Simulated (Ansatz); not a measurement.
# C₂H₈OSeSn: relaxing the structure

Aim: relax C₂H₈OSeSn from a cheap starting geometry.

The runs use Ansatz 0.2.0, Gaussian basis; RKS PBE0-D4/def2-TZVP.

Levels to be run: relaxation at PBE0-D4/def2-TZVP.

1 further run of the same task is left out (set aside as unsound or not needed).

## (1) Starting geometry

SMILES `C[O][SnH2][Se]C`, 13 atoms, charge 0, spin multiplicity 1.

Atoms are counted from 1 here; the program's logs count them from 0.

Bond lengths: C1–O2 1.397 Å, C1–H6 1.092 Å, C1–H7 1.091 Å, C1–H8 1.091 Å, O2–Sn3 2.013 Å, Sn3–Se4 2.491 Å, Sn3–H9 1.728 Å, Sn3–H10 1.735 Å, Se4–C5 1.961 Å, C5–H11 1.084 Å, C5–H12 1.086 Å, C5–H13 1.084 Å. Angles: O2–C1–H6 112.0°, O2–C1–H7 106.6°, O2–C1–H8 112.2°, H6–C1–H7 108.7°, H6–C1–H8 108.6°, H7–C1–H8 108.7°, C1–O2–Sn3 124.6°, O2–Sn3–Se4 99.8°, O2–Sn3–H9 107.7°, O2–Sn3–H10 107.2°, Se4–Sn3–H9 116.9°, Se4–Sn3–H10 119.7°, H9–Sn3–H10 104.6°, Sn3–Se4–C5 100.4°, Se4–C5–H11 109.5°, Se4–C5–H12 106.4°, Se4–C5–H13 109.0°, H11–C5–H12 110.3° and more.

As a file:

```tsv
atom	x (Å)	y (Å)	z (Å)
C1	0.72062	-1.60400	1.37622
O2	0.21170	-0.69418	0.44613
Sn3	-0.93573	0.89411	0.90873
Se4	-1.28421	1.84456	-1.36717
C5	0.09810	0.87860	-2.36894
H6	1.40804	-1.12947	2.07932
H7	1.26665	-2.35845	0.80770
H8	-0.06997	-2.09861	1.94337
H9	-2.33563	0.30848	1.73437
H10	-0.07745	1.81553	2.10242
H11	1.07221	1.29131	-2.13105
H12	-0.12713	1.02458	-3.42161
H13	0.05280	-0.17247	-2.10949
```

The start is a GFN2-xTB geometry. Sn takes the def2 core potential; no spin-orbit term is included.

## (2) Geometry optimisation, PBE0-D4/def2-TZVP

File in.yaml:

```yaml
crystal:
  periodic: [false, false, false]
  atoms:
    - {symbol: C, position_ang: [0.720620, -1.604000, 1.376220]}
    - {symbol: O, position_ang: [0.211700, -0.694180, 0.446130]}
    - {symbol: Sn, position_ang: [-0.935730, 0.894110, 0.908730]}
    - {symbol: Se, position_ang: [-1.284210, 1.844560, -1.367170]}
    - {symbol: C, position_ang: [0.098100, 0.878600, -2.368940]}
    - {symbol: H, position_ang: [1.408040, -1.129470, 2.079320]}
    - {symbol: H, position_ang: [1.266650, -2.358450, 0.807700]}
    - {symbol: H, position_ang: [-0.069970, -2.098610, 1.943370]}
    - {symbol: H, position_ang: [-2.335630, 0.308480, 1.734370]}
    - {symbol: H, position_ang: [-0.077450, 1.815530, 2.102420]}
    - {symbol: H, position_ang: [1.072210, 1.291310, -2.131050]}
    - {symbol: H, position_ang: [-0.127130, 1.024580, -3.421610]}
    - {symbol: H, position_ang: [0.052800, -0.172470, -2.109490]}
basis:
  gaussian: {orbitals: def2-TZVP}
hamiltonian: {xc: pbe0, dispersion: d4}
relax: {f_tol: 0.005, max_steps: 150}
```

Started as:

```sh
$ ansatz run in.yaml --threads 2 --pin off --events-out ev --progress --plain --max-ram 22528MiB --backend cuda --devices 0, --max-vram 18GiB
```

Before running them: what should the planned runs give, taken together? Wanted: point group; shift from the start; total energy; dispersion term; dipole moment.

The runs gave:

| quantity | value |
| --- | --- |
| point group | C1 |
| steps | 19 |
| shift from the start (rms) | 0.441 Å |
| total energy | -75422.5648 eV |
| dispersion term | -265 meV |
| dipole moment | 1.64 D |

In words: The relaxed geometry lies 0.44 Å (rms) from the start; the bond that changed most is O2–Sn3, from 2.013 to 1.972 Å. No vibrations were run, so it is not proven to be a minimum. The largest Mulliken charge, +0.66 e, sits on Sn3.
